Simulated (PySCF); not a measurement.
**Fluorine: the same states on changed settings**

An exercise on one series of results from a longer session: the logs are not shown, and one member is left open.

Method: unrestricted determinants in a Gaussian basis, no spin-orbit coupling in the energies. Code: PySCF 2.14.0.

## Starting point

| Property | Result |
| --- | --- |
| Element | fluorine (Z = 9) |
| Basis | jorge-DZP-DKH (4s2p1d, 15 functions) |
| Hamiltonian | the spin-free X2C one-electron Hamiltonian (Gaussian nucleus) |
| State 1 | F: [He] 2s2 2p5, 2P determinant |
| State 2 | F⁺: [He] 2s2 2p4, high-spin 3P determinant |
| Methods | UHF, MN15, PBE, MP2, CCSD(T) |
| Core shells frozen in the correlated runs | valence: 1s2 (for F) |

Outer shells as boxes (Hund's rule):

F [He] 2s2 2p5
```
[He] core
2s [↑↓]
2p [↑↓][↑↓][↑ ]
```

F+ [He] 2s2 2p4
```
[He] core
2s [↑↓]
2p [↑↓][↑ ][↑ ]
```

The sound run (jorge-DZP-DKH, scalar relativity by spin-free X2C-1e, symmetry-adapted start, fine grid, valence correlation) gave:

```tsv
species	method	energy (hartree)
F	UHF	-99.48387
F	MN15	-99.77434
F	PBE	-99.73790
F	MP2 (valence)	-99.61690
F	CCSD(T) (valence)	-99.62906
F⁺	UHF	-98.90751
F⁺	MN15	-99.13005
F⁺	PBE	-99.09363
F⁺	MP2 (valence)	-98.99788
F⁺	CCSD(T) (valence)	-99.01185
```

One driver process ran all states and methods and kept the integrals in memory. Each run is shown as a PySCF script that sums up its settings (the driver passes frozen orbitals as a list and adds second-order terms of double hybrids); the logs are those of the runs themselves.

Set-up of the first run:

It was started by

```
> OMP_NUM_THREADS=1 python atomrun2.py TASK.json OUT
```

input.py

```python
from pyscf import gto, scf, dft, mp, cc
import basis_set_exchange as bse
mol = gto.M(atom="F 0 0 0", charge=0, spin=1, symmetry="D2h",
            basis=gto.basis.parse(bse.get_basis("jorge-DZP-DKH", elements=["F"], fmt="nwchem", header=False)),
            nucmod="G")
mf = scf.UHF(mol).sfx2c1e()
mf.irrep_nelec = {'Ag': (2, 2), 'B1u': (1, 1), 'B2u': (1, 1), 'B3u': (1, 0)}
mf.init_guess = "1e"
mf.max_cycle = 50
mf.kernel()
```

Steps of the session up to this table: Changed run, F; Changed run, F⁺: the ladder of methods.

One table of the session follows, with a row left open; its other results are not shown here.

Ionisation energy of F:

```
 method  sound run (eV)
    UHF          15.684
   MN15          17.532
    PBE          17.532
    MP2               ?
SCS-MP2          16.787
   CCSD          16.774
CCSD(T)          16.795
```

Estimate the missing values for MP2.

**Answer.** sound run (eV): 16.844. In the column «sound run (eV)» it lies between CCSD(T) (16.795) and MN15 (17.532).
